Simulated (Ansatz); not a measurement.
# ClH7OW: the cost of one run

Method: RHF/def2-SVP, in Ansatz 0.2.0.

## 1. The system as given

Bond lengths: W1–Cl2 2.740 Å, W1–H3 1.720 Å, W1–H4 1.720 Å, W1–H5 1.720 Å, W1–H6 1.720 Å, W1–H7 1.720 Å, W1–O8 2.240 Å, O8–H9 1.010 Å. Angles (14 of 22 angles, heavy atoms first): Cl2–W1–O8 71.6°, Cl2–W1–H3 90.0°, Cl2–W1–H4 90.0°, Cl2–W1–H5 90.0°, Cl2–W1–H6 90.0°, Cl2–W1–H7 180.0°, H3–W1–O8 48.9°, H4–W1–O8 46.8°, H5–W1–O8 131.1°, H6–W1–O8 133.2°, H7–W1–O8 108.4°, W1–O8–H9 109.5°, H3–W1–H4 90.0°, H3–W1–H5 180.0°.

Structure file:

```xyz
10

W     0.0000    0.0000    0.0000
Cl    0.0000    0.0000    2.7400
H     1.7200    0.0000    0.0000
H     0.0000    1.7200    0.0000
H    -1.7200    0.0000    0.0000
H     0.0000   -1.7200    0.0000
H     0.0000    0.0000   -1.7200
O     1.4721    1.5335    0.7063
H     2.2027    1.0805    1.2365
H     1.0390    1.0824    1.9242
```

## 2. Pulling towards end A

Springs on the bonds that form and break draw the guess towards this end; the thresholds are loose.

File input.yaml:

```yaml
crystal:
  periodic: [false, false, false]
  atoms:
    - { symbol: W, position_ang: [0.0, 0.0, 0.0] }
    - { symbol: Cl, position_ang: [0.0, 0.0, 2.74] }
    - { symbol: H, position_ang: [1.72, 0.0, 0.0] }
    - { symbol: H, position_ang: [0.0, 1.72, 0.0] }
    - { symbol: H, position_ang: [-1.72, 0.0, 0.0] }
    - { symbol: H, position_ang: [0.0, -1.72, 0.0] }
    - { symbol: H, position_ang: [0.0, 0.0, -1.72] }
    - { symbol: O, position_ang: [1.4721, 1.5335, 0.7063] }
    - { symbol: H, position_ang: [2.2027, 1.0805, 1.2365] }
    - { symbol: H, position_ang: [1.039, 1.0824, 1.9242] }
basis:
  gaussian: { orbitals: def2-SVP }
hamiltonian:
  xc: hf
relax:
  f_tol: 0.15
  max_steps: 25
  restrain:
    - { distance: [0, 7], at: 3.14, k: 30.0 }
    - { distance: [9, 1], at: 2.57, k: 30.0 }
    - { distance: [0, 1], at: 2.39, k: 30.0 }
    - { distance: [9, 7], at: 1.01, k: 30.0 }
```

On the command line:

```console
$ ansatz run input.yaml --threads 1 --pin off --max-ram 2048MiB --backend cpu --events-out ev --progress --plain --runs-dir out
```

**Question.** How long does this run take on 1 thread of Arm Neoverse V1, shared host, and how much memory does it need?

About 52 s, with a peak of 0.22 GiB.
